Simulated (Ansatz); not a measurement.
# CH₅NO₂SW: ionisation energy by level of theory

Aim: the vertical ionisation energy of CH₅NO₂SW, as cation minus neutral at the neutral's geometry, on several levels, and how well −ε(HOMO) stands in for it.

The runs use Ansatz 0.2.0, Gaussian basis; unrestricted cation, the program's frozen cores in correlated methods.

Plan: UKS PBE-D4/def2-TZVPP; UKS r2SCAN-D4/def2-TZVPP; UKS PBE0-D4/def2-TZVPP; UKS B3LYP-D4/def2-TZVPP; UKS wB97X-V/def2-TZVPP; UKS wB97M-V/def2-TZVPP; UKS B2PLYP/def2-TZVPP; UHF-CCSD(T)/def2-TZVPP; UHF-MP2/def2-QZVPP; extrapolation to the limit; then −ε(HOMO) from the neutral's earlier runs with LDA (SPW92), PBE-D4, revPBE-D4, BLYP-D4, r2SCAN-D4, B97M-V, PBE0-D4, B3LYP-D4, r2SCANh-D4, r2SCAN0-D4, HSE06-D4, BHLYP-D4, CAM-B3LYP-D4, LC-ωPBE, ωB97X-V, ωB97M-V.

### 1 Structure used throughout

The geometry comes from an earlier relaxation with PBE0-D4/def2-TZVP; it is a stationary point, not always the lowest conformer. W takes the def2 core potential; no spin-orbit term is included.

11 atoms, charge 0, spin multiplicity 1.

Atoms are counted from 1 here; the program's logs count them from 0.

Bond lengths: C1–O2 1.407 Å, C1–H7 1.093 Å, C1–H8 1.093 Å, C1–H9 1.092 Å, O2–W3 1.858 Å, W3–N4 1.933 Å, W3–O5 1.702 Å, W3–S6 2.143 Å, N4–H10 1.009 Å, N4–H11 1.009 Å. Angles: O2–C1–H7 110.6°, O2–C1–H8 109.6°, O2–C1–H9 108.7°, H7–C1–H8 109.3°, H7–C1–H9 109.6°, H8–C1–H9 109.0°, C1–O2–W3 139.1°, O2–W3–N4 111.0°, O2–W3–O5 108.5°, O2–W3–S6 109.0°, N4–W3–O5 107.5°, N4–W3–S6 108.6°, O5–W3–S6 112.4°, W3–N4–H10 122.9°, W3–N4–H11 124.3°, H10–N4–H11 111.9°.

### 2 Cation, UKS PBE-D4/def2-TZVPP

Contents of in.yaml:

```yaml
crystal:
  periodic: [false, false, false]
  atoms:
    - {symbol: C, position_ang: [-0.490220, -1.057013, 1.728479]}
    - {symbol: O, position_ang: [0.435887, -0.472843, 0.844834]}
    - {symbol: W, position_ang: [0.509628, 0.895766, -0.410065]}
    - {symbol: N, position_ang: [0.286318, 0.204058, -2.201664]}
    - {symbol: O, position_ang: [2.048128, 1.619255, -0.330308]}
    - {symbol: S, position_ang: [-1.068459, 2.290291, -0.012673]}
    - {symbol: H, position_ang: [-1.284063, -0.347814, 1.978257]}
    - {symbol: H, position_ang: [-0.930782, -1.944287, 1.265642]}
    - {symbol: H, position_ang: [0.034381, -1.354373, 2.639162]}
    - {symbol: H, position_ang: [1.060716, 0.046328, -2.828913]}
    - {symbol: H, position_ang: [-0.601534, 0.120643, -2.672730]}
basis:
  gaussian: {orbitals: def2-TZVPP}
total_charge: 1
magnetization: {spin_polarized: true, initial_magnetization: 1}
hamiltonian: {xc: pbe, dispersion: d4}
```

Launch:

```bash
$ ansatz run in.yaml --threads 2 --pin off --events-out ev --progress --plain --max-ram 20480MiB --backend cuda --devices 0, --max-vram 18GiB
```

Further steps of the session: Cation, UKS r2SCAN-D4/def2-TZVPP; Cation, UKS PBE0-D4/def2-TZVPP; Cation, UKS B3LYP-D4/def2-TZVPP; Cation, UKS wB97X-V/def2-TZVPP; Cation, UKS wB97M-V/def2-TZVPP; Cation, UKS B2PLYP (frozen core)/def2-TZVPP; Cation, UHF-CCSD(T)/def2-TZVPP; Cation, UHF-MP2/def2-QZVPP.

**Question.** What will the summary of the whole plan be? Wanted: ionisation energy, CCSD(T)/CBS; nearest functional by difference; nearest −ε(HOMO); −ε(HOMO) of PBE; T1 of the cation.

As calculated:

| quantity | value |
| --- | --- |
| ionisation energy, CCSD(T)/CBS | 9.56 eV |
| nearest functional by difference | ωB97M-V (-0.17 eV) |
| nearest −ε(HOMO) | ωB97M-V (-0.06 eV) |
| −ε(HOMO) of PBE | 6.14 eV |
| T1 of the cation | 0.035 |

Energy differences with functionals land within 0.47 eV of the reference. −ε(HOMO) of PBE misses by 3.4 eV, since self-interaction lifts the level. Among orbital estimates ωB97M-V comes nearest. Hartree-Fock falls 1.18 eV short, as the neutral has more correlation energy than the cation. The cation's T1 (from the report) is 0.035, near the customary mark of 0.045 for open shells, so the coupled-cluster value is less safe. The cation may have settled in a state other than its lowest; no search over hole states beyond the program's own was made. Correlated methods include outer-core shells of W, which these sets cover unevenly.
